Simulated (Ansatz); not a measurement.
# GeH4O2S2: how energies converge with the basis set

How large a basis does GeH4O2S2 need? Two functionals are run in growing sets.

The runs use Ansatz 0.2.0, Gaussian basis; one geometry, several basis sets.

Plan: PBE0-D4/def2-SVP; ωB97M-V/def2-SVP; PBE0-D4/def2-QZVPP; ωB97M-V/def2-QZVPP; the functionals' def2-TZVPP values are taken from earlier runs.

## 1. Structure used throughout

The geometry comes from an earlier relaxation with PBE0-D4 in a triple-zeta def2 set; it is a stationary point, not always the lowest conformer.

9 atoms, charge 0, spin multiplicity 1.

Atoms are counted from 1 here; the program's logs count them from 0.

Bond lengths: O1–Ge2 1.767 Å, O1–H6 0.961 Å, Ge2–O3 1.767 Å, Ge2–S4 2.202 Å, Ge2–S5 2.202 Å, O3–H7 0.961 Å, S4–H8 1.344 Å, S5–H9 1.344 Å. Angles: Ge2–O1–H6 111.9°, O1–Ge2–O3 111.7°, O1–Ge2–S4 101.0°, O1–Ge2–S5 113.5°, O3–Ge2–S4 113.6°, O3–Ge2–S5 101.0°, S4–Ge2–S5 116.5°, Ge2–O3–H7 111.9°, Ge2–S4–H8 92.2°, Ge2–S5–H9 92.2°.

Geometry (Å):

```xyz
9
charge 0, multiplicity 1
O    -0.2933    1.0609   -1.4622
Ge    0.0884    0.0412   -0.0709
O     1.8309   -0.1759    0.1230
S    -0.9751   -1.8115   -0.6030
S    -0.4390    0.9558    1.8610
H     0.0099    1.9648   -1.3390
H     2.2158   -0.6644   -0.6100
H    -0.6048   -2.4126    0.5406
H    -1.7443    0.9955    1.5435
```

## 2. PBE0-D4 in def2-SVP

File in.yaml:

```yaml
crystal:
  periodic: [false, false, false]
  atoms:
    - {symbol: O, position_ang: [-0.293278, 1.060866, -1.462213]}
    - {symbol: Ge, position_ang: [0.088419, 0.041220, -0.070932]}
    - {symbol: O, position_ang: [1.830874, -0.175858, 0.123033]}
    - {symbol: S, position_ang: [-0.975083, -1.811502, -0.603003]}
    - {symbol: S, position_ang: [-0.439020, 0.955788, 1.860963]}
    - {symbol: H, position_ang: [0.009890, 1.964782, -1.339045]}
    - {symbol: H, position_ang: [2.215836, -0.664412, -0.609960]}
    - {symbol: H, position_ang: [-0.604811, -2.412645, 0.540559]}
    - {symbol: H, position_ang: [-1.744328, 0.995460, 1.543499]}
basis:
  gaussian: {orbitals: def2-SVP}
hamiltonian: {xc: pbe0, dispersion: d4}
output: {orbitals: {seedname: orbitals}}
```

On the command line:

```sh
> ansatz run in.yaml --threads 4 --pin off --events-out ev --progress --plain --max-ram 10444MiB
```

The runs that follow: ωB97M-V in def2-SVP; PBE0-D4 in def2-QZVPP; ωB97M-V in def2-QZVPP.

**Question.** What will the summary of the whole plan be? Wanted: PBE0-D4: double and triple zeta above quadruple; ωB97M-V: double and triple zeta above quadruple.

As calculated:

| quantity | value |
| --- | --- |
| PBE0-D4: double and triple zeta above quadruple | 22.19, 2.13 eV |
| ωB97M-V: double and triple zeta above quadruple | 22.14, 2.05 eV |

In words: For PBE0-D4 the step from double to triple zeta gains 20.06 eV and the next only 2.13 eV. These are total energies; as a rule much of such shifts cancels in differences, which this series doesn't test. The LUMO of ωB97M-V is positive and keeps falling with the basis (1.85 to 0.93 eV): an unbound level that the basis holds in place.
